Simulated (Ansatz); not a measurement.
Working through energies of removing a hydrogen of C2H6SSi, SMILES CC[Si]S

With the Ansatz DFT code, driven from Python.

`c2h6ssi.xyz`
```text
10

C     0.58230    1.41450    0.05490
C    -0.23330    0.13810    0.04830
Si    0.77010   -1.37940    0.34760
S    -0.41300   -3.08720    0.31870
H    -0.15040    2.28410   -0.16470
H     1.30270    1.48890   -0.73850
H     1.05160    1.64420    1.00930
H    -0.97640    0.21590    0.80510
H    -0.73530    0.04840   -0.87310
H    -1.11520   -2.81860   -0.80460
```

Run as a notebook:

**Cell 1**
```python
import ansatz as az
```

**Cell 2**
```python
def energy(molecule, charge=0, unpaired=0):
    calc = molecule.calculation().basis(gaussian='aug-cc-pVDZ').functional('r2scan')
    if charge:
        calc = calc.charge(charge)
    if unpaired:
        calc = calc.spin('collinear', total=unpaired)
    return calc.run(threads=1).report['free_energy_ev']

def without(molecule, index):
    rest = az.Crystal.molecule()
    for i, site in enumerate(molecule.cartesian_sites):
        if i != index:
            rest = rest.atom(site.symbol, site.position_ang)
    return rest
```

**Cell 3**
```python
c2h6ssi = az.Crystal.molecule_from_extxyz('c2h6ssi.xyz')
```

**Cell 4**
```python
whole = energy(c2h6ssi, 0)
hydrogen = energy(az.Crystal.molecule().atom('H', (0, 0, 0)), 0, 1)
print(f'E(molecule) = {whole:.5f} eV, E(H) = {hydrogen:.5f} eV')
for index in [6, 8, 9]:
    radical = energy(without(c2h6ssi, index), 0, 1)
    print(f'H{index}: homolysis {96.485332 * (radical + hydrogen - whole):.1f} kJ/mol')
```
Output:
```text
E(molecule) = -20881.33657 eV, E(H) = -13.59129 eV
H6: homolysis 466.0 kJ/mol
H8: homolysis 376.4 kJ/mol
H9: homolysis 235.6 kJ/mol
```

Notes:
- Total energies depend on the basis set; only differences at equal settings carry meaning.
- The geometry is a force-field or estimated start, not a minimum of this method, and the basis set is short of its limit. All parts are taken at fixed geometry, without zero-point energy.
- The expectation value of S² is noticeably off S(S+1) in at least one run, so that state is spin-contaminated.
- Hardware and time: 2.4 min on 1 thread of Arm Neoverse V1 (shared host), peak memory 0.52 GiB.

(Lines on the test bed's own set-up are left out of the output.)
